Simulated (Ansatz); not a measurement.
# Mg3Sn3N: the cost of one run

Computed with Ansatz 0.2.0 (DFT PBE, scalar-relativistic, plane waves, PAW, unless a step names another level, unless a step's input says otherwise).

4 further runs of the same task are left out: 1 that didn't finish, 3 set aside as unsound or not needed. Runs told in other sessions of the task aren't counted.

### 1 The system as given

It takes space group P3m1 (No. 156, trigonal). Conventional cell: a = 3.315 Å, b = 3.315 Å, c = 15.392 Å, α = 90.00°, β = 90.00°, γ = 120.00°. Mg (site symmetry 3m) is surrounded by 6 Sn at 3.14 to 3.22 Å and 6 Mg at 3.32 Å. Mg (site symmetry 3m) has 3 N at 2.17 Å in its first shell of neighbours. Around Mg (site symmetry 3m) lie 3 N at 2.18 Å. Sn (site symmetry 3m) has 3 Mg at 3.22 Å and 9 Sn at 3.32 to 3.41 Å in its first shell of neighbours. Around Sn (site symmetry 3m) lie 6 Mg at 3.14 to 3.33 Å and 6 Sn at 3.32 Å. Around Sn (site symmetry 3m) lie 3 Mg at 3.31 Å and 9 Sn at 3.32 to 3.41 Å. Around N (site symmetry 3m) lie 6 Mg at 2.17 to 2.18 Å.

Structure file:

```cif
data_structure
_symmetry_space_group_name_H-M 'P 1'
_symmetry_Int_Tables_number 1
_cell_length_a 3.3152
_cell_length_b 3.3152
_cell_length_c 15.3920
_cell_angle_alpha 90.000
_cell_angle_beta 90.000
_cell_angle_gamma 120.000
_cell_volume 146.51
loop_
_atom_site_label
_atom_site_type_symbol
_atom_site_fract_x
_atom_site_fract_y
_atom_site_fract_z
_atom_site_occupancy
Mg1 Mg 0.66667 0.33333 0.40847 1
Mg2 Mg 0.33333 0.66667 0.06926 1
Mg3 Mg 0.66667 0.33333 0.93560 1
Sn1 Sn 0.00000 0.00000 0.57663 1
Sn2 Sn 0.00000 0.00000 0.24668 1
Sn3 Sn 0.33333 0.66667 0.76027 1
N1 N 0.00000 0.00000 0.00310 1
```

It came out lowest among 25 distinct ends of the trial cells. At a tolerance of 0.05 Å it has space group P3m1 (No. 156).

### 2 A stricter relaxation, on the response runs' mesh and smearing

input.yaml

```yaml
crystal:
  lattice:
    - [3.315234674, 0.0, 0.0]
    - [-1.657617337, 2.8710774472, 0.0]
    - [0.0, 0.0, 15.391967787]
  atoms:
    - { symbol: Mg, position: [0.6666666667, 0.3333333333, 0.4084661196] }
    - { symbol: Mg, position: [0.3333333333, 0.6666666667, 0.0692567799] }
    - { symbol: Mg, position: [0.6666666667, 0.3333333333, 0.9355971004] }
    - { symbol: Sn, position: [0.0, 0.0, 0.5766329252] }
    - { symbol: Sn, position: [0.0, 0.0, 0.2466835742] }
    - { symbol: Sn, position: [0.3333333333, 0.6666666667, 0.7602679844] }
    - { symbol: "N", position: [0.0, 0.0, 0.0030955164] }
basis:
  ecutwfc: 420
kpoints:
  mp_grid: { grid: [12, 12, 2] }
hamiltonian:
  xc: pbe
scf:
  occupations: { method: gaussian, width: 0.1 }
output:
  forces: true
  stress: true
  eigenvalues: true
relax:
  adjacent_minimum: "off"
  f_tol: 0.001
  max_steps: 60
  cell: { stress_tol: 0.01 }
```

Started as:

```sh
$ ansatz run input.yaml --threads 3 --pin off --max-ram 7680MiB --backend cpu --events-out ev --progress --plain --runs-dir out
```

What time and memory should one allow on 3 threads of Arm Neoverse V2, shared host?

About 46 s, with a peak of 0.55 GiB.
